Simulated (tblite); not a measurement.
# C7H13BFN: the cost of one run

Computed with tblite 0.8.0 and PySCF 2.14.0, with density-fitted response routines of our own, on a single molecule in the gas phase. Atoms are numbered from 0 throughout.

## Step 1: The starting structure

23 atoms, charge 0, multiplicity 1; geometry from: force field or distance geometry start.

Bonds of the start (Å): C0–B1 1.59, B1–C2 1.57, B1–N3 1.51, N3–C4 1.42, C4–C5 1.49, C5–C6 1.50, C5–C7 1.32, C7–F8 1.37, C7–C9 1.50, C9–N3 1.44, C0–H10 1.08, C0–H11 1.12, C0–H12 1.13, C2–H13 1.13, C2–H14 1.09, C2–H15 1.12, C4–H16 1.13, C4–H17 1.13, C6–H18 1.09, C6–H19 1.11, C6–H20 1.13, C9–H21 1.11, C9–H22 1.12.

## Step 2: Optimising the geometry with GFN2-xTB

The job: settings as JSON, then the geometry in Å.

```
{"job": {"kind": "relax", "xc": "GFN2-xTB", "basis": "xTB"}, "charge": 0, "multiplicity": 1}
C     -2.790500    -0.787700    -0.962600
B     -1.637400     0.115000    -0.353300
C     -2.037100     0.991900     0.885900
N     -0.225300    -0.259700    -0.750900
C      0.735300     0.764300    -0.550400
C      1.947900     0.144700     0.046100
C      3.246500     0.833000     0.332400
C      1.682300    -1.127800     0.292100
F      2.609600    -1.974300     0.848900
C      0.276100    -1.461700    -0.127300
H     -2.443600    -1.470400    -1.729500
H     -3.276300    -1.300700    -0.088400
H     -3.586800    -0.071500    -1.323700
H     -2.952900     1.576200     0.587300
H     -1.320600     1.733000     1.228400
H     -2.310900     0.313300     1.728400
H      0.435200     1.554900     0.197100
H      1.015800     1.302200    -1.502400
H      4.111800     0.400300    -0.174500
H      3.166200     1.908300     0.064100
H      3.450400     0.843100     1.441200
H      0.243600    -2.303400    -0.849300
H     -0.344000    -1.696000     0.770500
```

Command:

```bash
$ OMP_NUM_THREADS=1 python probes_run.py task.json out
```

The driver reads the jobs from task.json and runs them one after another.

**Question.** How long does this first job take on 1 thread of Intel Xeon Platinum 8488C, shared host?

About 1.8 s.
